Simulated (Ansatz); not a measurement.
## CH4AsB, SMILES B1C[AsH]1: an active-space calculation

Run with the Python package of Ansatz (0.2.0).

The script, `cas.py`:
```python
"""Static correlation in CH4AsB: natural occupations of an active space."""

import ansatz as az

mol = (
    az.Crystal.molecule()
    .atom("B", [-0.833, -0.0501, -0.5772])
    .atom("C", [0.1158, 0.4842, 0.5266])
    .atom("As", [1.2198, -0.1622, -0.8221])
    .atom("H", [-1.9051, -0.1836, -0.985])
    .atom("H", [0.0947, -0.1346, 1.4333])
    .atom("H", [0.1294, 1.6063, 0.6403])
    .atom("H", [1.2396, -1.628, -0.2616])
)

base = mol.calculation()
base = base.basis(gaussian="def2-SVP")
base = base.accuracy("medium")
base = base.correlation(active_electrons=2, active_orbitals=2)
for method in [None]:
    r = (base if method is None else base.correlation(method)).run(threads=1).report
    space = r["configurations"]
    state = space["states"][0]
    print(method or "casscf", f"total {r['free_energy_ev'] / 27.211386246:.6f} Ha, active-space state {state['energy']['hartree']:.6f} Ha, mean field {r['reference_energy_ev'] / 27.211386246:.6f} Ha")
    print("  determinants", state["n_determinants"], " natural occupations", [round(n, 3) for n in space["natural_occupations"]])
print("effectively unpaired electrons, sum of min(n, 2 - n):", round(sum(min(n, 2 - n) for n in space["natural_occupations"]), 3))
```

```console
$ python cas.py
casscf total -2298.695784 Ha, active-space state -2298.695784 Ha, mean field -2298.679471 Ha
  determinants 4  natural occupations [1.953, 0.047]
effectively unpaired electrons, sum of min(n, 2 - n): 0.095
```

These settings explore the input space; basis and method may be short of convergence. The geometry is a force-field or estimated start, not a minimum of this method, and the basis set is short of its limit. The active space starts as a window about the frontier orbitals and is then optimised, not chosen by chemistry. Hardware and time: 3.1 s on 1 thread of Arm Neoverse V2, on a shared host, peak memory 0.21 GiB.

(Lines on the test bed's own set-up are left out of the output.)
